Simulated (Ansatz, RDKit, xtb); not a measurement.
# [GeSi2H6]+: a search for the lowest isomer

Only the formula [GeSi2H6]+ is given (charge +1, odd number of electrons). Aim: find the structure of lowest free energy at 298.15 K, then its properties.

Plan: many cheap relaxations first (GFN2-xTB), then density-functional screening, relaxation at PBE0-D3(BJ)/def2-SVP, vibrations and a final energy. The numbers are computed, not measured.

5 further runs of the same task are left out: 5 set aside as unsound or not needed.

## (1) Possible bonding patterns

All bonding patterns within simple valence rules are listed by program: one Lewis structure each, at most two rings and one unusual centre or charged pair. O–O, O–halogen and N–halogen bonds and N–N–N chains are not drawn. That gives 5 candidates.

```
label               SMILES     spin
 c235   [SiH2+][GeH][SiH3]  doublet
 c244   [SiH3][SiH+][GeH2]  doublet
 c263   [SiH2+][SiH][GeH3]  doublet
 c944  [SiH2][GeH2][SiH2+]  doublet
 c961  [SiH2+][SiH2][GeH2]  doublet
```

Candidates are built by distance geometry, with a force field where one applies, in up to four conformers (letters a to d). 16 starts with atoms placed at random are added, to find patterns that the rules miss.

Q: Predict the outcome of this search (final energies at CCSD(T)/def2-SVP + MP2/def2-TZVPP - MP2/def2-SVP).

| quantity | value |
| --- | --- |
| lowest structure found | [SiH2+][GeH][SiH3], doublet, Cs |
| next finalist | [SiH3][SiH+][GeH2], doublet, 3.8 kcal/mol higher in G |
| share at equilibrium, among the finalists | 99.8 % |
| harmonic wavenumbers, lowest and highest (PBE0-D3(BJ)/def2-SVP) | 54 and 2326 cm⁻¹ |
| rotational constants, same geometry | 0.3109, 0.06047, 0.05159 cm⁻¹ |
| HOMO energy (highest over α and β) (PBE0/def2-TZVPD) | -11.80 eV |
| LUMO energy (lowest over α and β) (PBE0/def2-TZVPD) | -8.98 eV |
| vertical ionisation energy (to the singlet ion of charge +2) | 13.68 eV |
| vertical recombination energy (electron added) | 7.28 eV |
| vertical quartet less doublet | +4.00 eV |

The lowest structure found is `[SiH2+][GeH][SiH3]`. The margin of 3.8 kcal/mol over the next finalist is beyond the usual error of the last level; it says nothing of structures that weren't ranked. PBE0-D3(BJ)/def2-SVP, HF/def2-SVP and MP2/def2-SVP already put its bonding pattern lowest among the structures in one piece. Lowest found is not proven lowest: the search is finite, and each finalist counts with one conformer. Patterns outside the rules of the enumeration were met only by chance.
